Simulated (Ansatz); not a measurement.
# FGeHO (SMILES [OH][Ge][F]): one structure at several levels

One table from this session's results is given with a row withheld; the runs are named, their logs left out.

The runs use Ansatz 0.2.0, Gaussian basis; single points in def2-TZVPP.

Correlated methods freeze the cores. Filled d shells of the heavier atoms are correlated.

## The starting structure

4 atoms, charge 0, spin multiplicity 1.

Atoms are counted from 1 here; the program's logs count them from 0.

Bond lengths: O1–Ge2 1.899 Å, O1–H4 1.063 Å, Ge2–F3 1.815 Å. Angles: Ge2–O1–H4 105.9°, O1–Ge2–F3 100.4°.

Coordinates:

```
O    -0.8256    0.6609   -0.3342
Ge   -0.3114   -0.7204    0.8638
F     1.4343   -0.9174    0.4077
H     0.0615    0.9502   -0.8430
```

The first run:

run/in.yaml

```yaml
crystal:
  periodic: [false, false, false]
  atoms:
    - {symbol: O, position_ang: [-0.825600, 0.660900, -0.334200]}
    - {symbol: Ge, position_ang: [-0.311400, -0.720400, 0.863800]}
    - {symbol: F, position_ang: [1.434300, -0.917400, 0.407700]}
    - {symbol: H, position_ang: [0.061500, 0.950200, -0.843000]}
basis:
  gaussian: {orbitals: def2-TZVPP}
correlation: {method: ccsd_t}
output: {forces: true}
```

The command line of these runs was not kept.

Steps of the session up to this table: CCSD(T)/def2-TZVPP; PBE0-D4/def2-TZVPP; wB97M-V/def2-TZVPP; r2SCAN-D4/def2-TZVPP; PBE-D4/def2-TZVPP; r2SCAN0-D4/def2-TZVPP; HSE06-D4/def2-TZVPP.

One table of the session follows, with a row left open; its other results are not shown here.

| method | RMS force component (eV/Å) | angle to CCSD(T) forces (°) | dipole (D) |
| --- | --- | --- | --- |
| CCSD(T) | 1.674 | reference | 0.94 |
| PBE0-D4 | 1.706 | 3.3 | 0.97 |
| wB97M-V | 1.696 | 3.6 | 1.07 |
| r2SCAN-D4 | 1.614 | 2.7 | 0.80 |
| PBE-D4 | 1.352 | 10.9 | 0.82 |
| r2SCAN0-D4 | ? | ? | ? |
| HSE06-D4 | 1.702 | 3.3 | 0.96 |

**Question.** Estimate the row for r2SCAN0-D4.

The run gave: RMS force component (eV/Å): 1.870; angle to CCSD(T) forces (°): 1.1; dipole (D): 0.96. In the column «RMS force component (eV/Å)» it is the highest.
